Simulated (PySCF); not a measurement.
# [BiF]2+: other functionals and bases at one geometry

Aim: see how levels, charges and forces of [BiF]2+ depend on the level of theory. The structure is generated, not taken from experiment.

Method: several levels, as the steps say, no spin–orbit coupling; program: PySCF 2.14.0.

3 further runs of the same task are left out: 2 for a known fault of the program, 1 that didn't finish.

## (1) Where the work starts

2 atoms, charge 2, spin multiplicity 1.

Bond lengths: Bi1–F2 1.938 Å.

As a file:

```
atom   x (Å)   y (Å)    z (Å)
 Bi1  0.0000  0.0000  -0.1518
  F2  0.0000  0.0000   1.7858
```

Formal oxidation states: Bi +3. An earlier session relaxed this geometry at PBE0, Bi def2-SVP with ECP60, F def2-SVP (singlet, point group C∞v).

At PBE0 on the finer grid: E = -313.408832 Eh, HOMO -25.01 eV, LUMO -18.15 eV, Mulliken charge on Bi1 +2.21 e, largest force component 0.008 eV/Å. 

Levels to run: TPSS; PBE; BP86; wB97X; PBE0, TZVP; PBE0, x2c-SVP. Hardware: 2 threads of AMD EPYC 7R43 (Zen 3), shared host.

## (2) TPSS

File run.py (the lines that set the calculation):

```python
mol = gto.M(atom='''
Bi     0.00000     0.00000    -0.15184
F      0.00000     0.00000     1.78583''',
    basis={'Bi': 'def2-SVP', 'F': 'def2-SVP'},
    ecp={'Bi': 'def2-SVP'},
    charge=2, spin=0)
mf = dft.RKS(mol, xc='TPSS')
mf.grids.atom_grid = (75, 302)
mf = mf.density_fit()  # fitting sets: Bi def2-universal-JKFIT, F def2-universal-JKFIT
mf.conv_tol = 1e-08; mf.max_cycle = 55
mf.kernel(dm0)  # dm0: the density of the relaxed state
```

Run with:

```
> OMP_NUM_THREADS=2 python run.py
```

Log:

```text
init E= -313.457051029564
  HOMO = -0.846644874622926  LUMO = -0.69293371937375  gap/eV = 4.18269
cycle= 1 E= -313.452319336987  delta_E= 0.00473  |g|= 0.169  |ddm|= 0.243
  HOMO = -0.929640934053061  LUMO = -0.687011173366873  gap/eV = 6.60229
cycle= 2 E= -313.384511421893  delta_E= 0.0678  |g|= 0.589  |ddm|= 0.587
  HOMO = -0.86432391849313  LUMO = -0.690279875770656  gap/eV = 4.73598
cycle= 3 E= -313.458527202546  delta_E= -0.074  |g|= 0.0373  |ddm|= 0.419
  HOMO = -0.859859915981741  LUMO = -0.691560024775421  gap/eV = 4.57967
cycle= 4 E= -313.458887989227  delta_E= -0.000361  |g|= 0.00884  |ddm|= 0.0452
  HOMO = -0.86035509497658  LUMO = -0.691329165571513  gap/eV = 4.59943
cycle= 5 E= -313.458905758224  delta_E= -1.78e-05  |g|= 0.00204  |ddm|= 0.00652
  HOMO = -0.860528757537266  LUMO = -0.691320039778164  gap/eV = 4.60440
cycle= 6 E= -313.458906682019  delta_E= -9.24e-07  |g|= 0.000131  |ddm|= 0.0015
  HOMO = -0.860539667833731  LUMO = -0.691318357639456  gap/eV = 4.60475
cycle= 7 E= -313.45890668581  delta_E= -3.79e-09  |g|= 5.86e-06  |ddm|= 9.95e-05
  HOMO = -0.860542337652995  LUMO = -0.691318395130389  gap/eV = 4.60482
Extra cycle  E= -313.458906685682  delta_E= 1.28e-10  |g|= 2.54e-05  |ddm|= 2.24e-05
converged SCF energy = -313.458906685682
```

Run time: 1 s. Hardware: 2 threads of AMD EPYC 7R43 (Zen 3), shared host.

It gives: E = -313.458907 Eh, HOMO -23.42 eV, LUMO -18.81 eV, Mulliken charge on Bi1 +2.15 e, largest force component 0.727 eV/Å. 

## (3) PBE

Changes to run.py (the lines that set the calculation) since step 2:

```diff
@@ -6,3 +6,3 @@
     charge=2, spin=0)
-mf = dft.RKS(mol, xc='TPSS')
+mf = dft.RKS(mol, xc='PBE')
 mf.grids.atom_grid = (75, 302)
```

Run with:

```
> OMP_NUM_THREADS=2 python run.py
```

Log:

```text
init E= -313.448476166346
  HOMO = -0.838604162150857  LUMO = -0.698568355511201  gap/eV = 3.81057
cycle= 1 E= -313.431245057499  delta_E= 0.0172  |g|= 0.303  |ddm|= 0.36
  HOMO = -0.967137090990768  LUMO = -0.68623482735902  gap/eV = 7.64374
cycle= 2 E= -313.265897005512  delta_E= 0.165  |g|= 0.931  |ddm|= 0.937
  HOMO = -0.866978216409894  LUMO = -0.693532815245128  gap/eV = 4.71969
cycle= 3 E= -313.449593157214  delta_E= -0.184  |g|= 0.0794  |ddm|= 0.646
  HOMO = -0.857217148773033  LUMO = -0.697008355736844  gap/eV = 4.35950
cycle= 4 E= -313.451166536334  delta_E= -0.00157  |g|= 0.029  |ddm|= 0.106
  HOMO = -0.858758778924637  LUMO = -0.696342688676448  gap/eV = 4.41957
cycle= 5 E= -313.4513568802  delta_E= -0.00019  |g|= 0.0057  |ddm|= 0.0209
  HOMO = -0.859210332115209  LUMO = -0.696322602167066  gap/eV = 4.43240
cycle= 6 E= -313.451364033809  delta_E= -7.15e-06  |g|= 0.000425  |ddm|= 0.00408
  HOMO = -0.859246689073553  LUMO = -0.696320913186696  gap/eV = 4.43344
cycle= 7 E= -313.45136407289  delta_E= -3.91e-08  |g|= 2.12e-05  |ddm|= 0.000314
  HOMO = -0.859247079213943  LUMO = -0.696320914107095  gap/eV = 4.43345
cycle= 8 E= -313.451364072962  delta_E= -7.25e-11  |g|= 4.46e-06  |ddm|= 1.47e-05
  HOMO = -0.859249208507662  LUMO = -0.696320889833424  gap/eV = 4.43351
Extra cycle  E= -313.45136407287  delta_E= 9.24e-11  |g|= 2.14e-05  |ddm|= 1.97e-05
converged SCF energy = -313.45136407287
```

It took 0.8 s on 2 threads of AMD EPYC 7R43 (Zen 3), shared host.

It gives: E = -313.451364 Eh, HOMO -23.38 eV, LUMO -18.95 eV, Mulliken charge on Bi1 +2.12 e, largest force component 0.909 eV/Å. 

## (4) BP86

Changes to run.py (the lines that set the calculation) since step 3:

```diff
@@ -6,3 +6,3 @@
     charge=2, spin=0)
-mf = dft.RKS(mol, xc='PBE')
+mf = dft.RKS(mol, xc='B88,P86')
 mf.grids.atom_grid = (75, 302)
```

Run with:

```
> OMP_NUM_THREADS=2 python run.py
```

Log:

```text
init E= -313.657473812394
  HOMO = -0.84427185255549  LUMO = -0.704695915675256  gap/eV = 3.79805
cycle= 1 E= -313.63924610183  delta_E= 0.0182  |g|= 0.312  |ddm|= 0.392
  HOMO = -0.974893595158996  LUMO = -0.690961927028106  gap/eV = 7.72617
cycle= 2 E= -313.466802425327  delta_E= 0.172  |g|= 0.952  |ddm|= 0.969
  HOMO = -0.872753688045708  LUMO = -0.698695855969281  gap/eV = 4.73635
cycle= 3 E= -313.658682314739  delta_E= -0.192  |g|= 0.0831  |ddm|= 0.665
  HOMO = -0.862664362318801  LUMO = -0.702473350198546  gap/eV = 4.35902
cycle= 4 E= -313.660405832586  delta_E= -0.00172  |g|= 0.0306  |ddm|= 0.113
  HOMO = -0.864278393372211  LUMO = -0.701774007371177  gap/eV = 4.42197
cycle= 5 E= -313.660616427482  delta_E= -0.000211  |g|= 0.00607  |ddm|= 0.0222
  HOMO = -0.864759563651722  LUMO = -0.701755451400669  gap/eV = 4.43557
cycle= 6 E= -313.660624380259  delta_E= -7.95e-06  |g|= 0.000465  |ddm|= 0.00438
  HOMO = -0.864799528548962  LUMO = -0.70175366528599  gap/eV = 4.43670
cycle= 7 E= -313.660624427125  delta_E= -4.69e-08  |g|= 2.34e-05  |ddm|= 0.000348
  HOMO = -0.864800046856179  LUMO = -0.701753570266153  gap/eV = 4.43672
cycle= 8 E= -313.660624427216  delta_E= -9.12e-11  |g|= 4.12e-06  |ddm|= 1.67e-05
  HOMO = -0.864801963489915  LUMO = -0.701753505200322  gap/eV = 4.43677
Extra cycle  E= -313.660624427139  delta_E= 7.67e-11  |g|= 1.96e-05  |ddm|= 1.85e-05
converged SCF energy = -313.660624427139
```

Run time: 0.8 s. Hardware: 2 threads of AMD EPYC 7R43 (Zen 3), shared host.

It gives: E = -313.660624 Eh, HOMO -23.53 eV, LUMO -19.10 eV, Mulliken charge on Bi1 +2.12 e, largest force component 0.889 eV/Å. 

## (5) wB97X

Changes to run.py (the lines that set the calculation) since step 4:

```diff
@@ -6,3 +6,3 @@
     charge=2, spin=0)
-mf = dft.RKS(mol, xc='B88,P86')
+mf = dft.RKS(mol, xc='WB97X')
 mf.grids.atom_grid = (75, 302)
```

Run with:

```
> OMP_NUM_THREADS=2 python run.py
```

Log:

```text
init E= -313.522416992243
  HOMO = -1.01241720123286  LUMO = -0.586810911105487  gap/eV = 11.58134
cycle= 1 E= -313.522897603769  delta_E= -0.000481  |g|= 0.0232  |ddm|= 0.07
  HOMO = -1.00140531734967  LUMO = -0.5876804146953  gap/eV = 11.25803
cycle= 2 E= -313.522767861043  delta_E= 0.00013  |g|= 0.0364  |ddm|= 0.0369
  HOMO = -1.00843601218567  LUMO = -0.587489651028954  gap/eV = 11.45453
cycle= 3 E= -313.522996846167  delta_E= -0.000229  |g|= 0.00203  |ddm|= 0.023
  HOMO = -1.00801387598657  LUMO = -0.58746044905498  gap/eV = 11.44384
cycle= 4 E= -313.522997889882  delta_E= -1.04e-06  |g|= 0.000141  |ddm|= 0.00281
  HOMO = -1.00801545133759  LUMO = -0.587480262237363  gap/eV = 11.44335
cycle= 5 E= -313.522997894301  delta_E= -4.42e-09  |g|= 1.35e-05  |ddm|= 0.000244
  HOMO = -1.00801201823015  LUMO = -0.587477178619492  gap/eV = 11.44334
Extra cycle  E= -313.522997894386  delta_E= -8.55e-11  |g|= 3.71e-06  |ddm|= 3.48e-05
converged SCF energy = -313.522997894386
```

Wall time 0.8 s (2 threads of AMD EPYC 7R43 (Zen 3), shared host).

It gives: E = -313.522998 Eh, HOMO -27.43 eV, LUMO -15.99 eV, Mulliken charge on Bi1 +2.21 e, largest force component 0.245 eV/Å. 

## (6) PBE0, TZVP

Basis: Bi def2-TZVP with ECP60, F def2-TZVP. 

File run.py (the lines that set the calculation):

```python
mol = gto.M(atom='''
Bi     0.00000     0.00000    -0.15184
F      0.00000     0.00000     1.78583''',
    basis={'Bi': 'def2-TZVP', 'F': 'def2-TZVP'},
    ecp={'Bi': 'def2-TZVP'},
    charge=2, spin=0)
mf = dft.RKS(mol, xc='PBE0')
mf.grids.atom_grid = (75, 302)
mf = mf.density_fit()  # fitting sets: Bi def2-universal-JKFIT, F def2-universal-JKFIT
mf.conv_tol = 1e-08; mf.max_cycle = 55
mf.kernel(dm0)  # dm0: free metal ions and neutral atoms
```

Run with:

```
> OMP_NUM_THREADS=2 python run.py
```

Log:

```text
init E= -307.119791906277
  HOMO = -1.10242207824328  LUMO = -0.660051951717422  gap/eV = 12.03750
cycle= 1 E= -312.020225531537  delta_E= -4.9  |g|= 3.32  |ddm|= 1.71
  HOMO = -0.585007174994551  LUMO = -0.339392497973145  gap/eV = 6.68352
cycle= 2 E= -301.306472349353  delta_E= 10.7  |g|= 4.96  |ddm|= 4.76
  HOMO = -0.999845977739884  LUMO = -0.590200014163504  gap/eV = 11.14703
cycle= 3 E= -312.682813322361  delta_E= -11.4  |g|= 2.07  |ddm|= 4.87
  HOMO = -1.04601877560443  LUMO = -0.65370756994322  gap/eV = 10.67533
cycle= 4 E= -313.299778508442  delta_E= -0.617  |g|= 1.15  |ddm|= 1.57
  HOMO = -0.828513543454456  LUMO = -0.676429296648387  gap/eV = 4.13842
cycle= 5 E= -313.372990605941  delta_E= -0.0732  |g|= 0.995  |ddm|= 1.28
  HOMO = -0.877033051297463  LUMO = -0.66700296458736  gap/eV = 5.71521
cycle= 6 E= -313.529137132239  delta_E= -0.156  |g|= 0.334  |ddm|= 0.413
  HOMO = -0.913702801153755  LUMO = -0.669032535474919  gap/eV = 6.65782
cycle= 7 E= -313.548703283213  delta_E= -0.0196  |g|= 0.0751  |ddm|= 0.164
  HOMO = -0.917971779097676  LUMO = -0.66577568337237  gap/eV = 6.86261
cycle= 8 E= -313.549705681676  delta_E= -0.001  |g|= 0.00611  |ddm|= 0.0614
  HOMO = -0.918745060861675  LUMO = -0.665896965967633  gap/eV = 6.88035
cycle= 9 E= -313.549712856167  delta_E= -7.17e-06  |g|= 0.00219  |ddm|= 0.0066
  HOMO = -0.918540166339232  LUMO = -0.665952328207677  gap/eV = 6.87327
cycle= 10 E= -313.549713689473  delta_E= -8.33e-07  |g|= 0.000579  |ddm|= 0.0011
  HOMO = -0.918465964338429  LUMO = -0.665958847364225  gap/eV = 6.87107
cycle= 11 E= -313.549713751693  delta_E= -6.22e-08  |g|= 4.88e-05  |ddm|= 0.00035
  HOMO = -0.918460614437166  LUMO = -0.665958531727356  gap/eV = 6.87093
cycle= 12 E= -313.54971375217  delta_E= -4.77e-10  |g|= 4.33e-06  |ddm|= 3.9e-05
  HOMO = -0.918459166716196  LUMO = -0.665958869451392  gap/eV = 6.87088
Extra cycle  E= -313.549713752158  delta_E= 1.21e-11  |g|= 9.75e-06  |ddm|= 8.62e-06
converged SCF energy = -313.549713752158
```

Wall time 2.7 s (2 threads of AMD EPYC 7R43 (Zen 3), shared host).

Result: E = -313.549714 Eh, HOMO -24.99 eV, LUMO -18.12 eV, Mulliken charge on Bi1 +2.18 e, largest force component 1.515 eV/Å. 

## (7) PBE0, x2c-SVP

Basis: Bi x2c-SVPall, F x2c-SVPall. All electrons are treated, with the spin-free X2C Hamiltonian.

File run.py (the lines that set the calculation):

```python
mol = gto.M(atom='''
Bi     0.00000     0.00000    -0.15184
F      0.00000     0.00000     1.78583''',
    basis={'Bi': 'x2c-SVPall', 'F': 'x2c-SVPall'},
    nucmod='G',
    charge=2, spin=0)
mf = dft.RKS(mol, xc='PBE0')
mf.grids.atom_grid = (99, 590)
mf = mf.density_fit()  # fitting sets: Bi AutoAux, F AutoAux
mf = mf.sfx2c1e()
mf.conv_tol = 1e-08; mf.max_cycle = 55
mf.kernel(dm0)  # dm0: free metal ions and neutral atoms
```

Run with:

```
> OMP_NUM_THREADS=2 python run.py
```

Log:

```text
init E= -21626.4431476412
  HOMO = -1.09843285912205  LUMO = -0.656531963280922  gap/eV = 12.02474
cycle= 1 E= -21631.345266282  delta_E= -4.9  |g|= 2.68  |ddm|= 2.04
  HOMO = -0.583361723980302  LUMO = -0.330013695889224  gap/eV = 6.89395
cycle= 2 E= -21620.8778153564  delta_E= 10.5  |g|= 4.68  |ddm|= 5.42
  HOMO = -0.998349816353523  LUMO = -0.599767482804592  gap/eV = 10.84598
cycle= 3 E= -21632.3132325401  delta_E= -11.4  |g|= 1.38  |ddm|= 5.23
  HOMO = -1.00971810360875  LUMO = -0.688047141841859  gap/eV = 8.75311
cycle= 4 E= -21632.6493025121  delta_E= -0.336  |g|= 0.775  |ddm|= 1.49
  HOMO = -0.877354695638575  LUMO = -0.68508690809964  gap/eV = 5.23187
cycle= 5 E= -21632.7415764463  delta_E= -0.0923  |g|= 0.333  |ddm|= 0.795
  HOMO = -0.90325478409724  LUMO = -0.668370107941187  gap/eV = 6.39154
cycle= 6 E= -21632.7630154779  delta_E= -0.0214  |g|= 0.0974  |ddm|= 0.25
  HOMO = -0.911885569846479  LUMO = -0.669319736638052  gap/eV = 6.60055
cycle= 7 E= -21632.7643287331  delta_E= -0.00131  |g|= 0.0542  |ddm|= 0.0419
  HOMO = -0.918695174015959  LUMO = -0.668286900667255  gap/eV = 6.81396
cycle= 8 E= -21632.7649408015  delta_E= -0.000612  |g|= 0.00263  |ddm|= 0.041
  HOMO = -0.918922703767444  LUMO = -0.668075083830548  gap/eV = 6.82591
cycle= 9 E= -21632.764942314  delta_E= -1.51e-06  |g|= 0.000809  |ddm|= 0.00297
  HOMO = -0.918849658176405  LUMO = -0.668077436661636  gap/eV = 6.82386
cycle= 10 E= -21632.7649424293  delta_E= -1.15e-07  |g|= 0.00024  |ddm|= 0.000455
  HOMO = -0.918823454406415  LUMO = -0.668082289716093  gap/eV = 6.82301
cycle= 11 E= -21632.7649424407  delta_E= -1.14e-08  |g|= 3.72e-05  |ddm|= 0.000166
  HOMO = -0.918817347302901  LUMO = -0.668082416349909  gap/eV = 6.82284
cycle= 12 E= -21632.7649424409  delta_E= -2.51e-10  |g|= 3.48e-06  |ddm|= 3.37e-05
  HOMO = -0.918819113016164  LUMO = -0.668082319676746  gap/eV = 6.82290
Extra cycle  E= -21632.7649424409  delta_E= -1.46e-11  |g|= 9.94e-06  |ddm|= 9.73e-06
converged SCF energy = -21632.7649424409
```

Wall time 6.7 s (2 threads of AMD EPYC 7R43 (Zen 3), shared host).

It gives: E = -21632.764942 Eh, HOMO -25.00 eV, LUMO -18.18 eV, Mulliken charge on Bi1 +2.23 e, largest force component 0.271 eV/Å. 

## (8) Results

| level | state | HOMO (eV) | gap (eV) | charge on Bi1 (e) | dipole (D) | largest force (eV/Å) | basis functions | time |
| --- | --- | --- | --- | --- | --- | --- | --- | --- |
| PBE0 (relaxed here) | singlet | -25.01 | 6.85 | 2.21 | 3.09 | 0.01 | 40 | 1.1 s |
| TPSS | singlet | -23.42 | 4.60 | 2.15 | 2.67 | 0.73 | 40 | 1 s |
| PBE | singlet | -23.38 | 4.43 | 2.12 | 2.55 | 0.91 | 40 | 0.8 s |
| BP86 | singlet | -23.53 | 4.44 | 2.12 | 2.55 | 0.89 | 40 | 0.8 s |
| wB97X | singlet | -27.43 | 11.44 | 2.21 | 3.21 | 0.25 | 40 | 0.8 s |
| PBE0, TZVP | singlet | -24.99 | 6.87 | 2.18 | 2.98 | 1.52 | 81 | 2.7 s |
| PBE0, x2c-SVP | singlet | -25.00 | 6.82 | 2.23 | 3.09 | 0.27 | 76 | 6.7 s |

Times are on 2 threads of AMD EPYC 7R43 (Zen 3), shared host; the first row also made further properties. The dipole of a charged species depends on the origin, so these sizes hold for this origin alone.

In one basis the HOMO–LUMO gap runs from 4.43 eV (PBE) to 11.44 eV (wB97X). The largest leftover force, 1.52 eV/Å with PBE0, TZVP, stands at a geometry relaxed at another level. The Mulliken charge on Bi spans +2.12 to +2.23 e over the levels. Total energies of different levels can't be compared. Spin–orbit coupling is left out throughout.
